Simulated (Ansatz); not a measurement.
From input file to script: GeH₄OSi, SMILES [O]1[SiH2][GeH2]1 in Ansatz 0.2.0.

```yaml
crystal:
  periodic: [false, false, false]
  atoms:
    - { symbol: O, position_ang: [-0.7363, -0.5624, 0.7414] }
    - { symbol: Si, position_ang: [-0.6646, -0.2419, -0.9486] }
    - { symbol: Ge, position_ang: [0.7702, 0.3385, 0.7251] }
    - { symbol: H, position_ang: [-0.2958, -1.4779, -1.6698] }
    - { symbol: H, position_ang: [-1.6029, 0.7963, -1.3946] }
    - { symbol: H, position_ang: [0.6361, 1.7447, 1.399] }
    - { symbol: H, position_ang: [1.9545, -0.6654, 1.1018] }
basis:
  gaussian:
    orbitals: def2-SVP
hamiltonian:
  xc: r2scan
relax:
  f_tol: 0.01
```

Script `opt_geh4osi.py`:
```python
"""Minimum-energy structure of GeH4OSi."""

import ansatz as az
import numpy as np
import pandas as pd

GEOMETRY = """
O    -0.73630   -0.56240    0.74140
Si   -0.66460   -0.24190   -0.94860
Ge    0.77020    0.33850    0.72510
H    -0.29580   -1.47790   -1.66980
H    -1.60290    0.79630   -1.39460
H     0.63610    1.74470    1.39900
H     1.95450   -0.66540    1.10180
"""

geometry = az.Crystal.molecule()
for line in GEOMETRY.strip().splitlines():
    symbol, *xyz = line.split()
    geometry = geometry.atom(symbol, [float(v) for v in xyz])

calc = (
    geometry.calculation()
    .basis(gaussian="def2-SVP")
    .functional("r2scan")
)
symbols = [site.symbol for site in geometry.cartesian_sites]
start = np.array([site.position_ang for site in geometry.cartesian_sites], dtype=float)
def progress(event):
    if event["event"] == "relax_step":
        row = event["data"]
        print(f"step {row['step']:3d}  E = {row['lagrangian_ev']:.6f} eV  max force {row['allowed_force_max_ev_ang']:.4f} eV/A")


rep = calc.relax(force_tolerance=0.01).session().plan().execute(on_event=progress).report
end = np.array(rep["positions_ang"])

for key in ("converged", "free_energy_ev", "reference_energy_ev", "n_frozen", "n_occupied", "n_virtual"):
    print(f"{key:22s} {rep[key]}")

print("bond        before    after (A)")
for i, j in [(0, 1), (0, 2), (1, 2), (1, 3), (1, 4), (2, 5), (2, 6)]:
    d0, d1 = (np.linalg.norm(xyz[i] - xyz[j]) for xyz in (start, end))
    print(f"{symbols[i]}{i}-{symbols[j]}{j}".ljust(10), f"{d0:8.4f} {d1:8.4f}")
for i, j, k in [(1, 0, 2), (0, 1, 2), (0, 1, 3), (0, 1, 4), (2, 1, 3), (2, 1, 4), (3, 1, 4), (0, 2, 1)]:
    u, v = end[i] - end[j], end[k] - end[j]
    print(f"angle {symbols[i]}{i}-{symbols[j]}{j}-{symbols[k]}{k}: {np.degrees(np.arccos(np.clip(u @ v / np.linalg.norm(u) / np.linalg.norm(v), -1, 1))):.2f} deg")

charges = rep["charge_distribution"]
table = pd.DataFrame({"atom": symbols, "mulliken": charges["mulliken_charges_e"], "lowdin": charges["lowdin_charges_e"]})
print(table.round(3).to_string())
print("dipole (e A):", np.round(charges["dipole_moment_e_ang"], 4) + 0.0)
```

`python opt_geh4osi.py` gives:
```text
step   1  E = -66494.307163 eV  max force 2.4948 eV/A
step   2  E = -66494.627041 eV  max force 1.2210 eV/A
step   3  E = -66494.684877 eV  max force 0.4907 eV/A
step   4  E = -66494.707912 eV  max force 0.5698 eV/A
step   5  E = -66494.715364 eV  max force 0.1479 eV/A
step   6  E = -66494.716929 eV  max force 0.0233 eV/A
step   7  E = -66494.716975 eV  max force 0.0033 eV/A
converged              True
free_energy_ev         -66494.7169842148
reference_energy_ev    -66494.7169842148
n_frozen               0
n_occupied             [29, 29]
n_virtual              [55, 55]
bond        before    after (A)
O0-Si1       1.7216   1.6794
O0-Ge2       1.7554   1.9041
Si1-Ge2      2.2796   2.2697
Si1-H3       1.4778   1.4902
Si1-H4       1.4687   1.4903
Ge2-H5       1.5651   1.5350
Ge2-H6       1.5976   1.5348
angle Si1-O0-Ge2: 78.33 deg
angle O0-Si1-Ge2: 55.24 deg
angle O0-Si1-H3: 117.16 deg
angle O0-Si1-H4: 117.09 deg
angle Ge2-Si1-H3: 122.56 deg
angle Ge2-Si1-H4: 122.40 deg
angle H3-Si1-H4: 110.90 deg
angle O0-Ge2-Si1: 46.43 deg
  atom  mulliken  lowdin
0    O    -0.551  -0.099
1   Si     0.477   0.264
2   Ge     0.324   0.085
3    H    -0.073  -0.078
4    H    -0.073  -0.078
5    H    -0.051  -0.047
6    H    -0.051  -0.047
dipole (e A): [ 0.2186  0.1545 -0.2465]
```

Caveats:
- Total energies depend on the basis set; only differences at equal settings carry meaning.
- The end point is the stationary point reached from this start; no frequency run checks that it is a minimum, and the basis set is modest.
- The Löwdin charges here are taken after orthogonalising the functions within each atom; they differ from plain Löwdin charges, and their signs can be unphysical.
- Run time: 17 s on 1 thread of Intel(R) Xeon(R) 6975P-C (Granite Rapids), on a shared host, peak memory 0.25 GiB.

(Lines on the test bed's own set-up are left out of the output.)
